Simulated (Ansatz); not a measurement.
# C₂H₇BFNSi: up Jacob's ladder to CCSD(T)

How much do the methods differ for C₂H₇BFNSi? The plan is to run it at one geometry with functionals of several rungs and with coupled cluster. The yardstick is the atomisation energy at the CCSD(T) limit.

Program: Ansatz 0.2.0, Gaussian basis. Level of theory: functionals in def2-TZVPP, the program's frozen cores in correlated methods. These are calculated values, not measurements.

The runs, in order: PBE-D4, r2SCAN-D4, PBE0-D4, B3LYP-D4, ωB97X-V, ωB97M-V, B2PLYP; CCSD(T)/def2-TZVPP; MP2/def2-QZVPP; extrapolation to the limit.

### Step 1. The relaxed structure

An earlier PBE0-D4 in a triple-zeta def2 set relaxation fixed the geometry.

SMILES `NB(F)/C=C/[SiH3]`, 13 atoms, charge 0, spin multiplicity 1.

Atoms are counted from 1 here; the program's logs count them from 0.

Bond lengths: N1–B2 1.395 Å, N1–H7 1.006 Å, N1–H8 1.004 Å, B2–F3 1.344 Å, B2–C4 1.558 Å, C4–C5 1.339 Å, C4–H9 1.091 Å, C5–Si6 1.861 Å, C5–H10 1.091 Å, Si6–H11 1.487 Å, Si6–H12 1.489 Å, Si6–H13 1.489 Å. Angles: B2–N1–H7 122.6°, B2–N1–H8 122.9°, H7–N1–H8 114.5°, N1–B2–F3 118.0°, N1–B2–C4 122.8°, F3–B2–C4 119.2°, B2–C4–C5 122.7°, B2–C4–H9 119.0°, C5–C4–H9 118.2°, C4–C5–Si6 124.1°, C4–C5–H10 117.3°, Si6–C5–H10 118.6°, C5–Si6–H11 109.1°, C5–Si6–H12 110.8°, C5–Si6–H13 110.8°, H11–Si6–H12 109.3°, H11–Si6–H13 109.3°, H12–Si6–H13 107.6°.

As a file:

| atom | x (Å) | y (Å) | z (Å) |
| --- | --- | --- | --- |
| N1 | 0.2730 | -2.8560 | -0.0680 |
| B2 | 0.5592 | -1.5643 | -0.5115 |
| F3 | 1.4262 | -1.4244 | -1.5290 |
| C4 | -0.0804 | -0.2927 | 0.1212 |
| C5 | 0.1955 | 0.9457 | -0.3061 |
| Si6 | -0.5455 | 2.4899 | 0.4213 |
| H7 | 0.6881 | -3.6746 | -0.4788 |
| H8 | -0.3626 | -3.0448 | 0.6855 |
| H9 | -0.7837 | -0.4085 | 0.9474 |
| H10 | 0.9001 | 1.0449 | -1.1327 |
| H11 | -1.4673 | 2.1136 | 1.5259 |
| H12 | 0.5181 | 3.3862 | 0.9515 |
| H13 | -1.3002 | 3.2504 | -0.6121 |

### Step 2. PBE-D4 (GGA)

in.yaml reads:

```yaml
crystal:
  periodic: [false, false, false]
  atoms:
    - {symbol: N, position_ang: [0.273027, -2.855964, -0.068022]}
    - {symbol: B, position_ang: [0.559157, -1.564314, -0.511485]}
    - {symbol: F, position_ang: [1.426215, -1.424444, -1.528988]}
    - {symbol: C, position_ang: [-0.080430, -0.292671, 0.121162]}
    - {symbol: C, position_ang: [0.195505, 0.945730, -0.306084]}
    - {symbol: Si, position_ang: [-0.545538, 2.489918, 0.421306]}
    - {symbol: H, position_ang: [0.688086, -3.674622, -0.478775]}
    - {symbol: H, position_ang: [-0.362606, -3.044804, 0.685485]}
    - {symbol: H, position_ang: [-0.783658, -0.408504, 0.947435]}
    - {symbol: H, position_ang: [0.900137, 1.044866, -1.132725]}
    - {symbol: H, position_ang: [-1.467328, 2.113617, 1.525949]}
    - {symbol: H, position_ang: [0.518148, 3.386151, 0.951504]}
    - {symbol: H, position_ang: [-1.300215, 3.250440, -0.612063]}
basis:
  gaussian: {orbitals: def2-TZVPP}
hamiltonian: {xc: pbe, dispersion: d4}
output: {forces: true, orbitals: {seedname: orbitals}}
```

Launch:

```bash
$ ansatz run in.yaml --threads 4 --pin off --events-out ev --progress --plain --max-ram 10444MiB
```

After this run come: r2SCAN-D4 (meta-GGA); PBE0-D4 (hybrid); B3LYP-D4 (hybrid); ωB97X-V (range-separated); ωB97M-V (range-separated); B2PLYP (double hybrid); CCSD(T) in def2-TZVPP; MP2 in def2-QZVPP.

**Question.** What will the summary of the whole plan be? Wanted: atomisation energy, CCSD(T)/CBS; farthest; mean size of error, hybrid; mean size of error, range-separated; gap, smallest and largest; T1 diagnostic; triples share of the correlation energy.

As calculated:

| quantity | value |
| --- | --- |
| atomisation energy, CCSD(T)/CBS | 5113.5 kJ/mol |
| functionals within 25.6 kJ/mol (0.5 %) | r2SCAN-D4, PBE0-D4, ωB97X-V |
| farthest | PBE-D4 (+107.4 kJ/mol) |
| mean size of error, hybrid | 23.9 kJ/mol |
| mean size of error, range-separated | 26.9 kJ/mol |
| gap, smallest and largest | 4.56 eV (PBE-D4), 11.16 eV (ωB97X-V) |
| T1 diagnostic | 0.0124 |
| triples share of the correlation energy | 3.8 % |

In words: PBE-D4 misses by +107.4 kJ/mol. Double hybrids carry the basis error of their MP2 part in triple zeta, and no dispersion term here, so their miss is partly the set-up's. Misses under about 25.6 kJ/mol are within the doubt on the reference itself, which lacks core-valence correlation, relativity and higher excitations. Hartree-Fock recovers 75 % of the binding; the rest is correlation. Orbital gaps span 4.6 to 11.2 eV; exact exchange widens them.
